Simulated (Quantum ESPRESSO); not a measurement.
# Si2C (P4/mmm) in Quantum ESPRESSO: notebook, part 2 of 3

Quantum ESPRESSO 7.5. The steps go on from the part before.

### 3 Phonons, PBE

Contents of pw.in:

```
&CONTROL
  calculation = 'scf'
  prefix = 'pwscf'
  outdir = './tmp'
  pseudo_dir = './pseudo'
  tprnfor = .true.
  tstress = .true.
  disk_io = 'low'
/
&SYSTEM
  ibrav = 0
  celldm(1) = 8
  nat = 3
  ntyp = 2
  ecutwfc = 82
  nbnd = 12
  occupations = 'smearing'
  smearing = 'mv'
  degauss = 0.01469973
/
&ELECTRONS
  conv_thr = 6d-10
  electron_maxstep = 120
  mixing_beta = 0.5
/
ATOMIC_SPECIES
Si    28.0850 Si.upf
C     12.0110 C.upf
CELL_PARAMETERS alat
  0.6303733406826   0.0000000000000   0.0000000000000
  0.0000000000000   0.6303733406826   0.0000000000000
  0.0000000000000   0.0000000000000   1.3067887954207
ATOMIC_POSITIONS crystal
Si     0.5000000000    0.5000000000    0.2843227100
Si     0.5000000000    0.5000000000    0.7156772900
C      0.0000000000    0.0000000000    0.0000000000
K_POINTS automatic
8 8 4 0 0 0
```

Contents of relax.in:

```
&CONTROL
  calculation = 'vc-relax'
  prefix = 'pwscf'
  outdir = './tmp'
  pseudo_dir = './pseudo'
  tprnfor = .true.
  tstress = .true.
  disk_io = 'low'
  nstep = 40
  forc_conv_thr = 0.0001
  etot_conv_thr = 1d-06
/
&SYSTEM
  ibrav = 0
  celldm(1) = 8
  nat = 3
  ntyp = 2
  ecutwfc = 82
  nbnd = 12
  occupations = 'smearing'
  smearing = 'mv'
  degauss = 0.01469973
/
&ELECTRONS
  conv_thr = 6d-10
  electron_maxstep = 120
  mixing_beta = 0.5
/
&IONS
  ion_dynamics = 'bfgs'
/
&CELL
  cell_dynamics = 'bfgs'
  press = 0
  press_conv_thr = 0.2
/
ATOMIC_SPECIES
Si    28.0850 Si.upf
C     12.0110 C.upf
CELL_PARAMETERS alat
  0.6303733406826   0.0000000000000   0.0000000000000
  0.0000000000000   0.6303733406826   0.0000000000000
  0.0000000000000   0.0000000000000   1.3067887954207
ATOMIC_POSITIONS crystal
Si     0.5000000000    0.5000000000    0.2843227100
Si     0.5000000000    0.5000000000    0.7156772900
C      0.0000000000    0.0000000000    0.0000000000
K_POINTS automatic
8 8 4 0 0 0
```

Contents of scf2.in:

```
&CONTROL
  calculation = 'scf'
  prefix = 'pwscf'
  outdir = './tmp'
  pseudo_dir = './pseudo'
  tprnfor = .true.
  tstress = .true.
  disk_io = 'low'
/
&SYSTEM
  ibrav = 0
  celldm(1) = 8
  nat = 3
  ntyp = 2
  ecutwfc = 82
  nbnd = 12
  occupations = 'smearing'
  smearing = 'mv'
  degauss = 0.01469973
/
&ELECTRONS
  conv_thr = 1d-13
  electron_maxstep = 120
  mixing_beta = 0.5
  startingpot = 'file'
  startingwfc = 'file'
/
ATOMIC_SPECIES
Si    28.0850 Si.upf
C     12.0110 C.upf
CELL_PARAMETERS alat
  0.6440067038572   0.0000000000000   0.0000000000000
  0.0000000000000   0.6440067038572   0.0000000000000
  0.0000000000000   0.0000000000000   1.1197123700091
ATOMIC_POSITIONS crystal
Si     0.5000000000    0.5000000000    0.2468509910
Si     0.5000000000    0.5000000000    0.7531490090
C      0.0000000000    0.0000000000    0.0000000000
K_POINTS automatic
8 8 4 0 0 0
```

Contents of ph.in:

```
phonons of Si2C
&INPUTPH
  prefix = 'pwscf'
  outdir = './tmp'
  tr2_ph = 1d-18
  fildyn = 'dyn'
  niter_ph = 90
  alpha_mix(1) = 0.4
/
0.7763894335 0.7763894335 0.4465432493
```

Potentials or basis: PseudoDojo 0.4.1 SR PBE standard.

Started as:

```
> OMP_NUM_THREADS=1 mpirun -n 4 pw.x -nk 4 -in pw.in > pw.out
> OMP_NUM_THREADS=1 mpirun -n 4 pw.x -nk 4 -in relax.in > relax.out
> OMP_NUM_THREADS=1 mpirun -n 4 pw.x -nk 4 -in scf2.in > scf2.out
> OMP_NUM_THREADS=1 mpirun -n 4 ph.x -nk 4 -in ph.in > ph.out
```

pw.out:

```text
This program is part of the open-source Quantum ESPRESSO suite
     for quantum simulation of materials; please cite
[... 6 lines left out ...]
     using ibrav=0 with symmetry is DISCOURAGED, use correct ibrav instead

     K-points division:     npool     =       4
     Subspace diagonalization in iterative solution of the eigenvalue problem:
     a serial algorithm will be used

     G-vector sticks info
     --------------------
     sticks:   dense  smooth     PW     G-vecs:    dense   smooth      PW
     Sum         665     665    197                26677    26677    4421

     Using Slab Decomposition

     bravais-lattice index     =            0
     lattice parameter (alat)  =       8.0000  a.u.
     unit-cell volume          =     265.8710 (a.u.)^3
     number of atoms/cell      =            3
     number of atomic types    =            2
     number of electrons       =        12.00
[... 398 lines left out ...]
     9.0975   9.0975   9.7507  12.8710

          k =-0.7932-0.7932 0.1913 (  3344 PWs)   bands (ev):

     1.2687   3.9792   3.9792   4.7773   7.2141   7.2141   7.4857   7.5574
    11.0232  11.0232  11.5931  13.6292

          k =-0.7932-0.7932-0.3826 (  3328 PWs)   bands (ev):

     1.2837   4.1707   4.1707   5.0935   6.5139   6.5139   6.7230   7.3202
    12.5422  12.5422  13.1723  14.9223

     the Fermi energy is     9.2371 ev

!    total energy              =     -28.60927578 Ry
     estimated scf accuracy    <          1.1E-10 Ry
     smearing contrib. (-TS)   =      -0.00010671 Ry
     internal energy E=F+TS    =     -28.60916907 Ry

     The total energy is F=E-TS. E is the sum of the following terms:
     one-electron contribution =       9.20380024 Ry
     hartree contribution      =       2.30772739 Ry
     xc contribution           =     -10.13079619 Ry
     ewald contribution        =     -29.98990051 Ry

     convergence has been achieved in  10 iterations

     Forces acting on atoms (cartesian axes, Ry/au):

     atom    1 type  1   force =     0.00000000    0.00000000   -0.06998839
     atom    2 type  1   force =     0.00000000    0.00000000    0.06998839
     atom    3 type  2   force =     0.00000000    0.00000000    0.00000000

     Total force =     0.098979     Total SCF correction =     0.000014

     Computing stress (Cartesian axis) and pressure

          total   stress  (Ry/bohr**3)                   (kbar)     P=      -94.51
  -0.00049601   0.00000000   0.00000000          -72.97        0.00        0.00
   0.00000000  -0.00049601   0.00000000            0.00      -72.97        0.00
   0.00000000   0.00000000  -0.00093540            0.00        0.00     -137.60

=------------------------------------------------------------------------------=
   JOB DONE.
=------------------------------------------------------------------------------=
```

Wall time 2.9 min (4 MPI ranks of Arm Neoverse V2, shared host); peak memory 0.36 GiB.

Results:

| Property | Result |
| --- | --- |
| Free energy | -390.2093 eV |
| Relaxed volume | 11.74 Å³/atom |
| Relaxed cell | a = 2.726 Å, b = 2.726 Å, c = 4.740 Å, α = 90.00°, β = 90.00°, γ = 90.00° |
| Space group after relaxing (to 0.05 Å) | P4/mmm (No. 123) |
| Pressure after relaxing | 0.0 GPa |
| Band gap on the k mesh | none (metal or under the smearing width) |
| Highest phonon frequency at the q point run | 500 cm⁻¹ |
| Most unstable mode | 411i cm⁻¹ |

Step by step:
```tsv
step	energy change (eV)	largest force (eV/Å)	pressure (GPa)	volume (Å³)
1	0.0000	1.7995	-9.45	39.40
2	-0.2397	1.6554	-6.25	37.53
3	-0.4715	1.2221	-0.58	35.48
4	-0.7354	0.3049	6.54	33.39
5	-0.6593	2.4185	19.40	32.06
6	-0.8412	0.1690	10.58	32.90
7	-0.7247	2.2418	15.13	32.93
8	-0.8570	0.8658	11.61	32.92
9	-0.9292	0.2771	5.61	34.05
10	-0.9566	0.0194	0.52	35.23
11	-0.9584	0.0379	-0.33	35.44
12	-0.9595	0.0470	-0.65	35.48
13	-0.9601	0.0280	-0.46	35.39
14	-0.9603	0.0200	-0.13	35.28
15	-0.9604	0.0097	0.02	35.23
16	-0.9604	0.0027	0.01	35.23
17	-0.9604	0.0000	0.00	35.23
```

Final structure:
```
CELL_PARAMETERS angstrom
2.72635 0.00000 0.00000
0.00000 2.72635 0.00000
0.00000 0.00000 4.74021
ATOMIC_POSITIONS crystal
Si 0.50000 0.50000 0.24685
Si 0.50000 0.50000 0.75315
C 0.00000 0.00000 0.00000
```

Phonon frequencies in cm⁻¹ (negative: imaginary):
| q point | frequencies |
| --- | --- |
| (0.500, 0.500, 0.500) | -411 101 101 200 200 321 350 500 500 |

Phonon modes at q = (0.500, 0.500, 0.500) in reciprocal lattice units:
| mode | symmetry | cm⁻¹ |
| --- | --- | --- |
| 1 | A_2u | -411 |
| 2 | E_g | 101 |
| 3 | E_g | 101 |
| 4 | E_u | 200 |
| 5 | E_u | 200 |
| 6 | B_1u | 321 |
| 7 | B_2g | 350 |
| 8 | E_u | 500 |
| 9 | E_u | 500 |

Caveat: the mesh is thin for the phonons of a metal; some modes are imaginary.

### 4 Phonons, PBE

pw.in is that of step 3.

relax.in is that of step 3.

scf2.in is that of step 3.

ph.in, as its differences from that of step 3:

```diff
@@ -9,2 +9,2 @@
 /
-0.7763894335 0.7763894335 0.4465432493
+0.7763894335 0.7763894335 0.0000000000
```

Potentials or basis: PseudoDojo 0.4.1 SR PBE standard.

Started as:

```
> OMP_NUM_THREADS=1 mpirun -n 4 pw.x -nk 4 -in pw.in > pw.out
> OMP_NUM_THREADS=1 mpirun -n 4 pw.x -nk 4 -in relax.in > relax.out
> OMP_NUM_THREADS=1 mpirun -n 4 pw.x -nk 4 -in scf2.in > scf2.out
> OMP_NUM_THREADS=1 mpirun -n 4 ph.x -nk 4 -in ph.in > ph.out
```

pw.out:

```text
This program is part of the open-source Quantum ESPRESSO suite
     for quantum simulation of materials; please cite
         "P. Giannozzi et al., J. Phys.:Condens. Matter 21 395502 (2009);
         "P. Giannozzi et al., J. Phys.:Condens. Matter 29 465901 (2017);
         "P. Giannozzi et al., J. Chem. Phys. 152 154105 (2020);
     in publications or presentations arising from this work. More details at

     Message from routine setup:
     using ibrav=0 with symmetry is DISCOURAGED, use correct ibrav instead

     K-points division:     npool     =       4
     Subspace diagonalization in iterative solution of the eigenvalue problem:
     a serial algorithm will be used

     G-vector sticks info
     --------------------
     sticks:   dense  smooth     PW     G-vecs:    dense   smooth      PW
     Sum         665     665    197                26677    26677    4421

     Using Slab Decomposition

     bravais-lattice index     =            0
     lattice parameter (alat)  =       8.0000  a.u.
     unit-cell volume          =     265.8710 (a.u.)^3
     number of atoms/cell      =            3
     number of atomic types    =            2
     number of electrons       =        12.00
     number of Kohn-Sham states=           12
     kinetic-energy cutoff     =      82.0000  Ry
     charge density cutoff     =     328.0000  Ry
     scf convergence threshold =      6.0E-10
     mixing beta               =       0.5000
     number of iterations used =            8  plain     mixing
     Exchange-correlation= PBE
                           (   1   4   3   4   0   0   0)

     celldm(1)=   8.000000  celldm(2)=   0.000000  celldm(3)=   0.000000
     celldm(4)=   0.000000  celldm(5)=   0.000000  celldm(6)=   0.000000

     crystal axes: (cart. coord. in units of alat)
               a(1) = (   0.630373   0.000000   0.000000 )
               a(2) = (   0.000000   0.630373   0.000000 )
               a(3) = (   0.000000   0.000000   1.306789 )

     reciprocal axes: (cart. coord. in units 2 pi/alat)
               b(1) = (  1.586362  0.000000  0.000000 )
               b(2) = (  0.000000  1.586362  0.000000 )
               b(3) = (  0.000000  0.000000  0.765235 )

     PseudoPot. # 1 for Si read from file:
     Si.upf
     Pseudo is Norm-conserving + core correction, Zval =  4.0
     Generated using ONCVPSP code by D. R. Hamann
     Using radial grid of 1510 points,  6 beta functions with:
                l(1) =   0
                l(2) =   0
                l(3) =   1
                l(4) =   1
                l(5) =   2
                l(6) =   2

     PseudoPot. # 2 for C  read from file:
     C.upf
     Pseudo is Norm-conserving + core correction, Zval =  4.0
     Generated using ONCVPSP code by D. R. Hamann
     Using radial grid of 1248 points,  4 beta functions with:
                l(1) =   0
                l(2) =   0
                l(3) =   1
                l(4) =   1

     atomic species   valence    mass     pseudopotential
     Si                4.00    28.08500     Si( 1.00)
     C                 4.00    12.01100     C ( 1.00)

     16 Sym. Ops., with inversion, found

   Cartesian axes

     site n.     atom                  positions (alat units)
         1        Si     tau(   1) = (   0.3151867   0.3151867   0.3715497  )
         2        Si     tau(   2) = (   0.3151867   0.3151867   0.9352391  )
         3        C      tau(   3) = (   0.0000000   0.0000000   0.0000000  )

     number of k points=    45  Marzari-Vanderbilt smearing, width (Ry)=  0.0147
                       cart. coord. in units 2pi/alat
        k(    1) = (   0.0000000   0.0000000   0.0000000), wk =   0.0078125
        k(    2) = (   0.0000000   0.0000000   0.1913086), wk =   0.0156250
        k(    3) = (   0.0000000   0.0000000  -0.3826173), wk =   0.0078125
        k(    4) = (   0.0000000   0.1982952   0.0000000), wk =   0.0312500
        k(    5) = (   0.0000000   0.1982952   0.1913086), wk =   0.0625000
        k(    6) = (   0.0000000   0.1982952  -0.3826173), wk =   0.0312500
[... 37 lines left out ...]
        k(   44) = (  -0.7931808  -0.7931808   0.1913086), wk =   0.0156250
        k(   45) = (  -0.7931808  -0.7931808  -0.3826173), wk =   0.0078125

     Dense  grid:    26677 G-vectors     FFT dimensions: (  30,  30,  64)

     Initial potential from superposition of free atoms

     starting charge      11.9987, renormalised to      12.0000
     Starting wfcs are   12 randomized atomic wfcs

     Self-consistent Calculation

     iteration #  1     ecut=    82.00 Ry     beta= 0.50
     Davidson diagonalization with overlap
     ethr =  1.00E-02,  avg # of iterations =  3.8

     total energy              =     -28.54282710 Ry
     estimated scf accuracy    <       0.13729243 Ry
[... 12 lines left out ...]
     total energy              =     -28.60876128 Ry
     estimated scf accuracy    <       0.00235201 Ry

     iteration #  4     ecut=    82.00 Ry     beta= 0.50
     Davidson diagonalization with overlap
     c_bands:  1 eigenvalues not converged
     ethr =  1.96E-05,  avg # of iterations =  7.0

     total energy              =     -28.60923838 Ry
     estimated scf accuracy    <       0.00036809 Ry

     iteration #  5     ecut=    82.00 Ry     beta= 0.50
     Davidson diagonalization with overlap
     c_bands:  1 eigenvalues not converged
     ethr =  3.07E-06,  avg # of iterations =  3.8

     total energy              =     -28.60927309 Ry
     estimated scf accuracy    <       0.00000628 Ry

     iteration #  6     ecut=    82.00 Ry     beta= 0.50
     Davidson diagonalization with overlap
     ethr =  5.23E-08,  avg # of iterations =  2.7
[... 25 lines left out ...]
     iteration # 10     ecut=    82.00 Ry     beta= 0.50
     Davidson diagonalization with overlap
     ethr =  8.78E-12,  avg # of iterations =  3.3

     End of self-consistent calculation

          k = 0.0000 0.0000 0.0000 (  3319 PWs)   bands (ev):

    -5.6518  -0.8294  -0.3970  10.0391  10.0391  10.5894  11.4110  15.6246
    15.7146  16.6428  16.6428  17.5726
[... 63 lines left out ...]
    -1.6725  -0.1738   2.1687   2.9593   6.6119   6.9077  11.5162  11.9263
    12.7170  17.7143  17.9350  18.7533

          k = 0.0000-0.7932-0.3826 (  3352 PWs)   bands (ev):

    -1.6083   0.4681   0.9690   2.4875   9.2611   9.4007   9.4730   9.5617
    11.5212  17.8433  18.2691  19.1530

          k = 0.1983 0.1983 0.0000 (  3329 PWs)   bands (ev):
[... 51 lines left out ...]
    -1.4212   0.1304   2.4638   3.2444   6.8809   7.0773  10.3732  12.0963
    12.8075  14.5764  16.4386  18.1055

          k = 0.1983-0.7932-0.3826 (  3340 PWs)   bands (ev):

    -1.3589   0.7660   1.2741   2.7769   9.0794   9.5474   9.6854   9.7981
    10.8915  15.0663  15.5983  17.8931

          k = 0.3966 0.3966 0.0000 (  3324 PWs)   bands (ev):
[... 36 lines left out ...]
    -0.6857   1.0328   3.3298   4.0842   6.9913   7.6113   8.8716  11.1738
    11.7923  12.2035  14.2503  16.2624

          k = 0.3966-0.7932-0.3826 (  3344 PWs)   bands (ev):

    -0.6298   1.6452   2.1794   3.6362   7.5089   9.7167   9.9951  10.2512
    10.9494  11.9382  12.6293  15.2404

          k = 0.5949 0.5949 0.0000 (  3328 PWs)   bands (ev):
[... 21 lines left out ...]
     0.4324   2.4855   4.6200   4.9981   5.7242   7.5187   8.8440   9.4528
     9.9689  10.7838  13.1949  14.8028

          k = 0.5949-0.7932-0.3826 (  3340 PWs)   bands (ev):

     0.4731   3.0237   3.6394   5.0248   5.3731   8.3635   8.3692   8.8684
    11.8737  11.9072  12.4138  14.3300

          k =-0.7932-0.7932 0.0000 (  3340 PWs)   bands (ev):

     1.2539   3.8303   3.8303   4.5671   7.6707   8.6577   8.6577   8.9758
     9.0975   9.0975   9.7507  12.8710

          k =-0.7932-0.7932 0.1913 (  3344 PWs)   bands (ev):

     1.2687   3.9792   3.9792   4.7773   7.2141   7.2141   7.4857   7.5574
    11.0232  11.0232  11.5931  13.6292

          k =-0.7932-0.7932-0.3826 (  3328 PWs)   bands (ev):

     1.2837   4.1707   4.1707   5.0935   6.5139   6.5139   6.7230   7.3202
    12.5422  12.5422  13.1723  14.9223

     the Fermi energy is     9.2371 ev

!    total energy              =     -28.60927578 Ry
     estimated scf accuracy    <          1.1E-10 Ry
     smearing contrib. (-TS)   =      -0.00010671 Ry
     internal energy E=F+TS    =     -28.60916907 Ry

     The total energy is F=E-TS. E is the sum of the following terms:
     one-electron contribution =       9.20380024 Ry
     hartree contribution      =       2.30772739 Ry
     xc contribution           =     -10.13079619 Ry
     ewald contribution        =     -29.98990051 Ry

     convergence has been achieved in  10 iterations

     Forces acting on atoms (cartesian axes, Ry/au):

     atom    1 type  1   force =     0.00000000    0.00000000   -0.06998839
     atom    2 type  1   force =     0.00000000    0.00000000    0.06998839
     atom    3 type  2   force =     0.00000000    0.00000000    0.00000000

     Total force =     0.098979     Total SCF correction =     0.000014

     Computing stress (Cartesian axis) and pressure

          total   stress  (Ry/bohr**3)                   (kbar)     P=      -94.51
  -0.00049601   0.00000000   0.00000000          -72.97        0.00        0.00
   0.00000000  -0.00049601   0.00000000            0.00      -72.97        0.00
   0.00000000   0.00000000  -0.00093540            0.00        0.00     -137.60

=------------------------------------------------------------------------------=
   JOB DONE.
=------------------------------------------------------------------------------=
```

Run time: 2.9 min. Hardware: 4 MPI ranks of Arm Neoverse V2, shared host; peak memory 0.36 GiB.

Results:

- Free energy: -390.2093 eV
- Relaxed volume: 11.74 Å³/atom
- Relaxed cell: a = 2.726 Å, b = 2.726 Å, c = 4.740 Å, α = 90.00°, β = 90.00°, γ = 90.00°
- Space group after relaxing (to 0.05 Å): P4/mmm (No. 123)
- Pressure after relaxing: 0.0 GPa
- Band gap on the k mesh: none (metal or under the smearing width)
- Highest phonon frequency at the q point run: 519 cm⁻¹
- Most unstable mode: 386i cm⁻¹

The path:
| step | energy change (eV) | largest force (eV/Å) | pressure (GPa) | volume (Å³) |
| --- | --- | --- | --- | --- |
| 1 | 0.0000 | 1.7995 | -9.45 | 39.40 |
| 2 | -0.2397 | 1.6554 | -6.25 | 37.53 |
| 3 | -0.4715 | 1.2221 | -0.58 | 35.48 |
| 4 | -0.7354 | 0.3049 | 6.54 | 33.39 |
| 5 | -0.6593 | 2.4185 | 19.40 | 32.06 |
| 6 | -0.8412 | 0.1690 | 10.58 | 32.90 |
| 7 | -0.7247 | 2.2418 | 15.13 | 32.93 |
| 8 | -0.8570 | 0.8658 | 11.61 | 32.92 |
| 9 | -0.9292 | 0.2771 | 5.61 | 34.05 |
| 10 | -0.9566 | 0.0194 | 0.52 | 35.23 |
| 11 | -0.9584 | 0.0379 | -0.33 | 35.44 |
| 12 | -0.9595 | 0.0470 | -0.65 | 35.48 |
| 13 | -0.9601 | 0.0280 | -0.46 | 35.39 |
| 14 | -0.9603 | 0.0200 | -0.13 | 35.28 |
| 15 | -0.9604 | 0.0097 | 0.02 | 35.23 |
| 16 | -0.9604 | 0.0027 | 0.01 | 35.23 |
| 17 | -0.9604 | 0.0000 | 0.00 | 35.23 |

Final structure:
```cif
data_structure
_symmetry_space_group_name_H-M 'P 1'
_symmetry_Int_Tables_number 1
_cell_length_a 2.7263
_cell_length_b 2.7263
_cell_length_c 4.7402
_cell_angle_alpha 90.000
_cell_angle_beta 90.000
_cell_angle_gamma 90.000
_cell_volume 35.23
loop_
_atom_site_label
_atom_site_type_symbol
_atom_site_fract_x
_atom_site_fract_y
_atom_site_fract_z
_atom_site_occupancy
Si1 Si 0.50000 0.50000 0.24685 1
Si2 Si 0.50000 0.50000 0.75315 1
C1 C 0.00000 0.00000 0.00000 1
```

Phonon frequencies in cm⁻¹ (negative: imaginary):
| q point | frequencies |
| --- | --- |
| (0.500, 0.500, 0.000) | -386 -108 -29 -29 246 246 464 519 519 |

Phonon modes at q = (0.500, 0.500, 0.000) in reciprocal lattice units:
```csv
mode,symmetry,cm⁻¹
1,A_2u,-386
2,B_1u,-108
3,E_g,-29
4,E_g,-29
5,E_u,246
6,E_u,246
7,B_2g,464
8,E_u,519
9,E_u,519
```

Caveat: the mesh is thin for the phonons of a metal; some modes are imaginary.

(Part 2 of 3 ends here.)
